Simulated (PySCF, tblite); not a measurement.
**C7H13NSi: geometry, infrared bands and NMR shifts**

Aim: predict the infrared bands and NMR shifts of C7H13NSi (`C#C[C@@](C)(C[SiH2]C)N=C`).

Programs: tblite 0.8.0 and PySCF 2.14.0, with density-fitted response routines of our own. Each step states its level of theory. These are calculated values for one molecule in the gas phase, unless marked as measured. Atoms count from 0, in the outputs and in this text.

### 1 The starting structure

22 atoms, charge 0, multiplicity 1; geometry from: force field or distance geometry start.

Bonds of the start (Å): C0–C1 1.22, C1–C2 1.47, C2–C3 1.50, C2–C4 1.52, C4–Si5 1.88, Si5–C6 1.85, C2–N7 1.44, N7–C8 1.28, C0–H9 1.07, C3–H10 1.12, C3–H11 1.11, C3–H12 1.13, C4–H13 1.11, C4–H14 1.10, Si5–H15 1.47, Si5–H16 1.48, C6–H17 1.12, C6–H18 1.12, C6–H19 1.10, C8–H20 1.09, C8–H21 1.09.

### 2 Relaxing the molecule with GFN2-xTB

The job: settings as JSON, then the geometry in Å.

```
{"job": {"kind": "relax", "xc": "GFN2-xTB", "basis": "xTB"}, "charge": 0, "multiplicity": 1}
C     -0.827000    -2.753200     0.178200
C     -0.956400    -1.551100     0.042400
C     -1.095700    -0.095000    -0.089900
C     -2.479400     0.396100     0.210900
C      0.002800     0.614200     0.676700
Si     1.579000    -0.009700    -0.134600
C      2.971600    -0.252300     1.054800
N     -0.828000     0.177500    -1.473900
C     -0.720200     1.395800    -1.834300
H     -0.750500    -3.811200     0.303700
H     -2.724500     1.301800    -0.397400
H     -2.677000     0.614100     1.280400
H     -3.183100    -0.399600    -0.159800
H     -0.018900     0.181800     1.702900
H     -0.078200     1.710100     0.670700
H      1.967200     0.918300    -1.200500
H      1.269700    -1.336600    -0.702300
H      3.355800     0.708700     1.482200
H      3.851600    -0.721300     0.539700
H      2.680900    -0.921500     1.879000
H     -0.829000     2.241700    -1.149200
H     -0.521300     1.610500    -2.880700
```

Run with:

```sh
$ OMP_NUM_THREADS=1 python probes_run.py task.json out
```

This one command runs all jobs of the session in turn.

**Question.** This job is followed by: GFN2-xTB harmonic vibrations, gas phase; GIAO PBE0/pcSseg-1 NMR shielding, non-relativistic, gas phase. Predict these results of the whole session: strongest single infrared mode (GFN2-xTB); zero-point energy (GFN2-xTB); 13C shifts against TMS (PBE0/pcSseg-1); 1H shifts against TMS (PBE0/pcSseg-1, means over atoms taken as alike); 29Si shifts against TMS (PBE0/pcSseg-1); 15N shifts against NH3 (PBE0/pcSseg-1).

**Answer**, as computed:

```
                                                              quantity                                                      value
                             strongest single infrared mode (GFN2-xTB)                                      2217 cm⁻¹, 317 km/mol
                                          zero-point energy (GFN2-xTB)                                             109.3 kcal/mol
                                13C shifts against TMS (PBE0/pcSseg-1)              151.0, 93.2, 76.9, 58.1, 33.4, 28.0, -4.3 ppm
1H shifts against TMS (PBE0/pcSseg-1, means over atoms taken as alike)  7.60, 7.40, 4.85, 4.21, 1.71, 1.54, 1.49, 1.11, -0.04 ppm
                               29Si shifts against TMS (PBE0/pcSseg-1)                                                  -48.4 ppm
                                15N shifts against NH3 (PBE0/pcSseg-1)                                                  415.3 ppm
```

**Reading.** The optimisation took 216 steps and gained 0.807 eV; among the close pairs (by a distance rule), Si5–C6 changed most, from 1.847 to 1.906 Å. All 60 modes are real, so the xTB geometry is a minimum. The strongest single mode, at 2217 cm⁻¹, moves mainly H15. Unscaled tight-binding wavenumbers are off by several per cent, some by more. Its intensities can rank the bands wrongly. At PBE0/pcSseg-1: Shielding is most anisotropic at N7 (span 730 ppm, paramagnetic term -479 ppm).
